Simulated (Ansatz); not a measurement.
# CH7FOSi2: geometry optimisation in Python

What geometry does CH7FOSi2 take? The task is a geometry optimisation, for CH7FOSi2.

Computed with Ansatz 0.2.0, driven from Python. Level of theory: PBE0/cc-pVDZ.

### Step 1. The structure

Bond lengths: C1–Si2 1.785 Å, Si2–Si3 2.312 Å, Si3–O4 1.580 Å, Si3–F5 1.610 Å, C1–H6 1.113 Å, C1–H7 1.139 Å, C1–H8 1.062 Å, Si2–H9 1.532 Å, Si2–H10 1.492 Å, Si3–H11 1.516 Å, O4–H12 0.974 Å. Angles (14 of 19 angles, heavy atoms first): C1–Si2–Si3 107.6°, Si2–Si3–O4 113.7°, Si2–Si3–F5 111.5°, O4–Si3–F5 107.3°, C1–Si2–H9 109.9°, C1–Si2–H10 110.5°, Si3–Si2–H9 111.9°, Si3–Si2–H10 111.7°, Si2–C1–H6 115.1°, Si2–C1–H7 111.3°, Si2–C1–H8 114.7°, Si2–Si3–H11 109.7°, O4–Si3–H11 106.0°, F5–Si3–H11 108.5°.

No structure file is read: the coordinates are typed or built in the script.

### Step 2. The script

run_opt.py

```python
"""Geometry optimisation of CH7FOSi2."""

import argparse

import ansatz as az
from ase import Atoms
import numpy as np

parser = argparse.ArgumentParser(description="Geometry optimisation of CH7FOSi2.")
parser.add_argument("--basis-set", required=True, help="basis")
parser.add_argument("--functional", required=True, help="exchange-correlation functional")
args = parser.parse_args()

atoms = Atoms(["C", "Si", "Si", "O", "F", "H", "H", "H", "H", "H", "H", "H"], positions=[
    (-1.0874, 1.3948, -0.0551),
    (0.452, 0.8091, 0.6335),
    (0.864, -1.2853, -0.2559),
    (-0.2545, -2.3485, 0.0819),
    (1.0004, -1.2282, -1.8588),
    (-1.0878, 1.5375, -1.1586),
    (-1.3443, 2.4349, 0.3327),
    (-1.9329, 0.7954, 0.1761),
    (0.3602, 0.7722, 2.1624),
    (1.5568, 1.7642, 0.328),
    (2.1541, -1.8387, 0.316),
    (-0.6036, -2.8624, -0.6682),
])
mol = az.Crystal.molecule_from_ase(atoms)

setup = (
    mol.calculation()
    .basis(gaussian=args.basis_set)  # atom-centred Gaussian functions
    .functional(args.functional)  # exchange and correlation
)
symbols = [site.symbol for site in mol.cartesian_sites]
start = np.array([site.position_ang for site in mol.cartesian_sites], dtype=float)
def progress(event):
    if event["event"] == "relax_step":
        row = event["data"]
        print(f"step {row['step']:3d}  E = {row['lagrangian_ev']:.6f} eV  max force {row['allowed_force_max_ev_ang']:.4f} eV/A")


rep = setup.relax(force_tolerance=0.005, max_steps=100).session().plan().execute(on_event=progress).report
end = np.array(rep["positions_ang"])

print(f"E = {rep['free_energy_ev']:.6f} eV = {rep['free_energy_ev'] / 27.211386246:.7f} Ha")
print("converged:", rep["converged"], " doubts:", rep["published_state_doubts"] or "none")

print("bond        before    after (A)")
for i, j in [(0, 1), (0, 5), (0, 6), (0, 7), (1, 2), (1, 8), (1, 9), (2, 3), (2, 4), (2, 10), (3, 11)]:
    d0, d1 = (np.linalg.norm(xyz[i] - xyz[j]) for xyz in (start, end))
    print(f"{symbols[i]}{i}-{symbols[j]}{j}".ljust(10), f"{d0:8.4f} {d1:8.4f}")
with open("ch7fosi2_opt.xyz", "w") as handle:
    handle.write(f"{len(symbols)}\nrelaxed CH7FOSi2\n")
    handle.writelines(f"{s:2s} {x:11.6f} {y:11.6f} {z:11.6f}\n" for s, (x, y, z) in zip(symbols, end))
```

### Step 3. Launch

On the command line:

```bash
$ python run_opt.py --basis-set cc-pVDZ --functional PBE0
```

Q: Predict the main results. Wanted: total energy; dipole moment; moves of the relaxation; energy gained; last largest force component.

**Answer**, as computed:

| quantity | value |
| --- | --- |
| total energy | -21660.3272 eV |
| dipole moment | 1.11 D |
| moves of the relaxation | 16 |
| energy gained | 0.554 eV |
| last largest force component | 0.0039 eV/Å |

After 16 moves the largest shift is 0.463 Å, of atom 12 (H). The end point is the stationary point reached from this start; no frequency run checks that it is a minimum, and the basis set is modest.
